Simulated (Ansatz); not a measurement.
# BrH3OSiSn: how energies converge with the basis set

The task here is to estimate one member of a computed series from the others.

Computed with Ansatz 0.2.0, Gaussian basis. Level: one geometry, several basis sets.

Levels to be run: PBE0-D4/def2-SVP; ωB97M-V/def2-SVP; PBE0-D4/def2-QZVPP; ωB97M-V/def2-QZVPP; the functionals' def2-TZVPP values are taken from earlier runs.

## The geometry

All runs share one geometry, relaxed beforehand with PBE0-D4 in a triple-zeta def2 set. Sn takes the def2 core potential; no spin-orbit term is included.

SMILES `[SiH3][O][Sn][Br]`, 7 atoms, charge 0, spin multiplicity 1.

Atoms are counted from 1 here; the program's logs count them from 0.

Bond lengths: Si1–O2 1.642 Å, Si1–H5 1.487 Å, Si1–H6 1.487 Å, Si1–H7 1.487 Å, O2–Sn3 1.964 Å, Sn3–Br4 2.536 Å. Angles: O2–Si1–H5 111.0°, O2–Si1–H6 108.3°, O2–Si1–H7 111.0°, H5–Si1–H6 108.9°, H5–Si1–H7 108.8°, H6–Si1–H7 108.8°, Si1–O2–Sn3 140.4°, O2–Sn3–Br4 97.5°.

Set-up of the first run:

in.yaml

```yaml
crystal:
  periodic: [false, false, false]
  atoms:
    - {symbol: Si, position_ang: [0.097084, 0.951333, 0.156620]}
    - {symbol: O, position_ang: [-0.001104, -0.428710, 1.041668]}
    - {symbol: Sn, position_ang: [-0.176769, -2.370208, 0.803370]}
    - {symbol: Br, position_ang: [-0.244512, -2.388211, -1.731901]}
    - {symbol: H, position_ang: [-1.121244, 1.139534, -0.675599]}
    - {symbol: H, position_ang: [0.220074, 2.098270, 1.094590]}
    - {symbol: H, position_ang: [1.287772, 0.929992, -0.734449]}
basis:
  gaussian: {orbitals: def2-SVP}
hamiltonian: {xc: pbe0, dispersion: d4}
output: {orbitals: {seedname: orbitals}}
```

Started as:

```sh
$ ansatz run in.yaml --threads 4 --pin off --events-out ev --progress --plain --max-ram 10444MiB
```

Among the steps run: PBE0-D4 in def2-SVP; ωB97M-V in def2-SVP; PBE0-D4 in def2-QZVPP; ωB97M-V in def2-QZVPP.

One of the session's tables, all rows but one given; the rest of the session is left out.

It belongs to the step «Density functionals: the series». 

| functional | basis | HOMO (eV) | LUMO (eV) |
| --- | --- | --- | --- |
| PBE0-D4 | def2-SVP | -7.80 | -2.77 |
| PBE0-D4 | def2-TZVPP | -7.91 | -2.84 |
| PBE0-D4 | def2-QZVPP | -7.92 | -2.85 |
| ωB97M-V | def2-SVP | ? | ? |
| ωB97M-V | def2-TZVPP | -9.96 | -1.12 |
| ωB97M-V | def2-QZVPP | -9.97 | -1.15 |

Q: Estimate the row for ωB97M-V, def2-SVP from the others.

**Answer.** HOMO (eV): -9.81; LUMO (eV): -0.98. In the column «HOMO (eV)» it lies between ωB97M-V, def2-TZVPP (-9.96) and PBE0-D4, def2-QZVPP (-7.92).
